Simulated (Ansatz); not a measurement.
# LuAgO2: the cost of one run

Computed with Ansatz 0.2.0 through its Python package. The levels of theory stand in the script.

### 1 The system

It takes space group R-3m (No. 166, trigonal). The conventional cell has a = 3.374 Å, b = 3.374 Å, c = 18.590 Å, α = 90.00°, β = 90.00°, γ = 120.00°. Lu (site symmetry -3m) has 6 O at 2.20 Å as nearest neighbours. Ag (site symmetry -3m) is surrounded by 2 O at 2.07 Å. O (site symmetry 3m) has 1 Ag at 2.07 Å and 3 Lu at 2.20 Å as nearest neighbours.

The script holds or builds the structure itself.

### 2 The script

run_xc.py reads:

```python
import csv

import ansatz as az

lattice = az.Lattice.of(
    (1.686802, 0.973876, 6.196631),
    (-1.686802, 0.973876, 6.196631),
    (0.0, -1.947751, 6.196631),
)
sites = [
    ('Lu', (0.5, 0.5, 0.5)),
    ('Ag', (0.0, 0.0, 0.0)),
    ('O', (0.8889, 0.8889, 0.8889)),
    ('O', (0.1111, 0.1111, 0.1111)),
]
crystal = az.Crystal(lattice=lattice)
for symbol, position in sites:
    crystal = crystal.atom(symbol, position)

calculation = (
    crystal.calculation()
    .basis(550)
    .kpoints(8)
    .occupations('fixed')
    .band_table()
)

rows = []
for value in ['blyp', 'r2scan', 'pbesol']:
    data = calculation.functional(value).run().report
    rows.append((value, data['free_energy_ev'] / len(data['lattice']['sites']), data['n_iterations'], data['gap_by_band_count_ev'], data['n_kpoints']))

with open('xc.csv', 'w', newline='') as handle:
    writer = csv.writer(handle)
    writer.writerow(['functional', 'F/atom (eV)', 'iterations', 'gap by band count (eV)', 'k-points'])
    writer.writerows([round(v, 5) if isinstance(v, float) else v for v in row] for row in rows)
print(open('xc.csv').read())
```

### 3 The calls as engine input

The package turns the script's settings into the engine's input (first run):

```yaml
crystal:
  lattice:
    - [1.686802, 0.973876, 6.196631]
    - [-1.686802, 0.973876, 6.196631]
    - [0.0, -1.947751, 6.196631]
  atoms:
    - { symbol: Lu, position: [0.5, 0.5, 0.5] }
    - { symbol: Ag, position: [0.0, 0.0, 0.0] }
    - { symbol: O, position: [0.8889, 0.8889, 0.8889] }
    - { symbol: O, position: [0.1111, 0.1111, 0.1111] }
basis:
  ecutwfc: 550.0
kpoints:
  mp_grid:
    grid: [8, 8, 8]
hamiltonian:
  xc: blyp
scf:
  occupations:
    method: fixed
output:
  eigenvalues: true
```

### 4 Running it

The run is started by

```bash
> python run_xc.py
```

Q: Estimate wall time and peak memory on 1 thread of Arm Neoverse V1, shared host.

About 42 s, with a peak of 0.62 GiB.
